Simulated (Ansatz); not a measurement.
# Ga: stress in a strained cell

Ga is deformed so: equal xx and yy strain of +1 %. What stress and forces result, by LAPW, PAW and all-electron datasets made for the crystal?

Computed with Ansatz 0.2.0 (DFT LDA, scalar-relativistic, unless a step's input says otherwise).

## (1) The structure to begin with

The structure is orthorhombic, space group Cmcm (No. 63). The conventional cell has a = 2.900 Å, b = 8.130 Å, c = 3.170 Å, α = 90.00°, β = 90.00°, γ = 90.00°. Ga (site symmetry m2m) is surrounded by 8 Ga at 2.68 to 2.90 Å.

Coordinates:

```
Ga
1.0
     1.45000   -4.06500    0.00000
     1.45000    4.06500    0.00000
     0.00000    0.00000    3.17000
Ga
2
Cartesian
  1.4500 -2.9837 0.7925
  1.4500 2.9837 2.3775
```

Atoms are numbered in the order of the input: Ga1, Ga2.

## (2) The deformed structure

Space group Cmcm before, Cmcm after.

## (3) Full-potential LAPW

Input file input.yaml:

```yaml
crystal:
  lattice:
    - [1.4645, -4.10565, 0.0]
    - [1.4645, 4.10565, 0.0]
    - [0.0, 0.0, 3.17]
  atoms:
    - { symbol: Ga, position: [0.867, 0.133, 0.25] }
    - { symbol: Ga, position: [0.133, 0.867, 0.75] }
kpoints:
  mp_grid: { grid: [12, 12, 10] }
  band_path:
    path:
      - [0.0, 0.0, 0.0]
      - [-0.5, 0.5, 0.0]
      - [-0.2818093587, 0.7181906413, 0.0]
      - [0.2818093587, 0.2818093587, 0.0]
      - [0.0, 0.0, 0.0]
      - [0.0, 0.0, 0.5]
      - [0.2818093587, 0.2818093587, 0.5]
      - [-0.2818093587, 0.7181906413, 0.5]
      - [-0.5, 0.5, 0.5]
    npoints: 5
scf:
  occupations: { method: fermi_dirac, width: 0.08 }
hamiltonian:
  xc: lda
  pseudopotentials: { kind: all_electron, lapw: { basis_error: 0.001 } }
output:
  forces: true
  stress: true
  eigenvalues: true
```

On the command line:

```sh
> ansatz run input.yaml --threads 1 --pin off --max-ram 3072MiB --backend cpu --events-out ev --progress --plain --runs-dir out
```

## (4) PAW on the default files

Input file input.yaml:

```yaml
crystal:
  lattice:
    - [1.4645, -4.10565, 0.0]
    - [1.4645, 4.10565, 0.0]
    - [0.0, 0.0, 3.17]
  atoms:
    - { symbol: Ga, position: [0.867, 0.133, 0.25] }
    - { symbol: Ga, position: [0.133, 0.867, 0.75] }
kpoints:
  mp_grid: { grid: [12, 12, 10] }
scf:
  occupations: { method: fermi_dirac, width: 0.08 }
hamiltonian:
  xc: lda
  pseudopotentials: { kind: paw }
output:
  forces: true
  stress: true
  eigenvalues: true
  efg: { contact_densities: true }
  write_density: true
  write_potential: true
  elf: true
  volumetric_format: npy
```

## (5) Datasets made for this crystal

Changes to input.yaml since step 4:

```diff
@@ -14,3 +14,3 @@
   xc: lda
-  pseudopotentials: { kind: paw }
+  pseudopotentials: { kind: all_electron, datasets: crystal }
 output:
@@ -20,5 +20 @@
   efg: { contact_densities: true }
-  write_density: true
-  write_potential: true
-  elf: true
-  volumetric_format: npy
```

(Steps that only read results are left out.)

Before running it: what results should come out? Wanted: pressure; largest shear or deviatoric stress.

**Answer**, as computed:

| quantity | value |
| --- | --- |
| pressure | LAPW -4.57, PAW -4.61, crystal datasets -4.57 GPa |
| largest shear or deviatoric stress (LAPW) | 2.01 GPa |

What this shows: The largest part of the stress beyond the pressure is 2.01 GPa in size, in the xx component; the atoms are carried along and not relaxed. No run of the undeformed cell stands beside it, so the pressure holds what the given cell had before the change. PAW: stress within 0.05 GPa of LAPW, forces within 1 meV/Å. Crystal datasets: stress within 0.01 GPa of LAPW, forces within 1 meV/Å.
